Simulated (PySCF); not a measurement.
# BBrCl2 (bromodichloroborane): CCSD(T)/cc-pVDZ

Aim: the vertical singlet–triplet gap of BBrCl2 (bromodichloroborane) at CCSD(T)/cc-pVDZ, from 2 runs. The job is set up through a Python script.

Program for the calculation: PySCF 2.14.0.

2 further runs of the same task are left out: 2 set aside as unsound or not needed.

**1. The system as given**

The species is BBrCl2 (4 atoms), meant as a singlet with charge 0. As SMILES, `ClB(Cl)Br`. Geometry: relaxed at PBE0-D4/def2-TZVP.

Bond lengths: Cl1–B2 1.735 Å, B2–Cl3 1.735 Å, B2–Br4 1.901 Å. Angles: Cl1–B2–Cl3 120.1°, Cl1–B2–Br4 119.9°, Cl3–B2–Br4 119.9°.

**2. A single-point energy at CCSD(T)/cc-pVDZ**

The input, run.py:

```python
from pyscf import gto, cc

system = gto.M(
    atom=[
    ('Cl', (0.582100, 0.666000, 1.510800)),
    ('B', (0.037200, -0.038100, 0.022100)),
    ('Cl', (0.444300, -1.679200, -0.365600)),
    ('Br', (-1.008100, 0.991100, -1.187600)),
],
    verbose=3,
    basis='cc-pvdz',
    spin=0,
    max_memory=1860,
)

myscf = system.RHF()
myscf.conv_tol = 1e-10
myscf.kernel()
if not myscf.converged:
    myscf = myscf.newton().run(myscf.mo_coeff, myscf.mo_occ)

mycc = cc.CCSD(myscf, frozen=20)
mycc.kernel()
e_t = mycc.ccsd_t()
etot = mycc.e_tot + e_t
print('Final energy', etot)
```

Command:

```sh
$ OMP_NUM_THREADS=1 python run.py
```

The log of the run:

```text
converged SCF energy = -3516.19932344626
E(CCSD) = -3516.709536499222  E_corr = -0.5102130529641349
CCSD(T) correction = -0.0139388890699787
Final energy -3516.723475388292
```

Wall time 16 s (1 thread of Arm Neoverse V1, shared host); peak memory 0.26 GiB.

**3. The triplet at the same level**

The input, mol.xyz:

```xyz
4

Cl     0.582100     0.666000     1.510800
B      0.037200    -0.038100     0.022100
Cl     0.444300    -1.679200    -0.365600
Br    -1.008100     0.991100    -1.187600
```

The input, job.py:

```python
from pyscf import gto, scf, cc

mol = gto.M(
    atom='mol.xyz',
    spin=2,
    basis='cc-pvdz',
    max_memory=1860,
    verbose=3,
)

mf = scf.UHF(mol)
mf.conv_tol = 1e-10
mf.kernel()
if not mf.converged:
    mf = mf.newton().run(mf.mo_coeff, mf.mo_occ)

mycc = cc.CCSD(mf, frozen=20)
mycc.kernel()
e_t = mycc.ccsd_t()
etot = mycc.e_tot + e_t
print('E(%s) = %.9f' % ('CCSD(T)', etot))
```

Command:

```sh
$ OMP_NUM_THREADS=1 python job.py
```

The log of the run:

```text
WARN: HOMO 0.0519548548333137 >= LUMO -0.378685650660195

converged SCF energy = -3515.99252084295  <S^2> = 2.019812  2S+1 = 3.0131791
E(UCCSD) = -3516.493302512606  E_corr = -0.5007816696520322
UCCSD(T) correction = -0.0141892945565995
E(CCSD(T)) = -3516.507491807
```

Wall time 97 s (1 thread of Arm Neoverse V1, shared host); peak memory 0.59 GiB.

**4. What came out**

At CCSD(T)/cc-pVDZ, 20 core orbitals frozen:

| quantity | value |
| --- | --- |
| singlet: total energy | -3516.72348 Eh |
| singlet: dipole moment (Hartree–Fock density) | 0.04 D |
| singlet: HOMO energy (Hartree–Fock orbitals) | -11.67 eV |
| singlet: LUMO energy (Hartree–Fock orbitals) | 2.08 eV |
| singlet: HOMO–LUMO gap (Hartree–Fock orbitals) | 13.75 eV |
| singlet: correlation energy (20 core orbitals frozen) | -524.2 mEh |
| singlet: (T) correction | -13.94 mEh |
| singlet: T1 diagnostic | 0.010 |
| triplet: total energy | -3516.50749 Eh |
| triplet: dipole moment (Hartree–Fock density) | 5.11 D |
| triplet: HOMO energy (Hartree–Fock orbitals) (highest over α and β) | -6.03 eV |
| triplet: LUMO energy (Hartree–Fock orbitals) (lowest over α and β) | -3.51 eV |
| triplet: correlation energy (20 core orbitals frozen) | -515.0 mEh |
| triplet: (T) correction | -14.19 mEh |
| triplet: ⟨S²⟩ of the reference determinant | 2.020 |
| triplet: T1 diagnostic | 0.038 |
| vertical energy of the triplet above the singlet | 5.877 eV |

In words: At this shape the triplet lies 5.88 eV (567 kJ/mol) above the singlet. Mulliken charges (singlet) of the mean-field density run from -0.11 on Br4 to +0.31 on B2; they depend strongly on the basis. The triples (singlet) make up 2.7 % of the correlation energy. The triples (triplet) make up 2.8 % of the correlation energy.
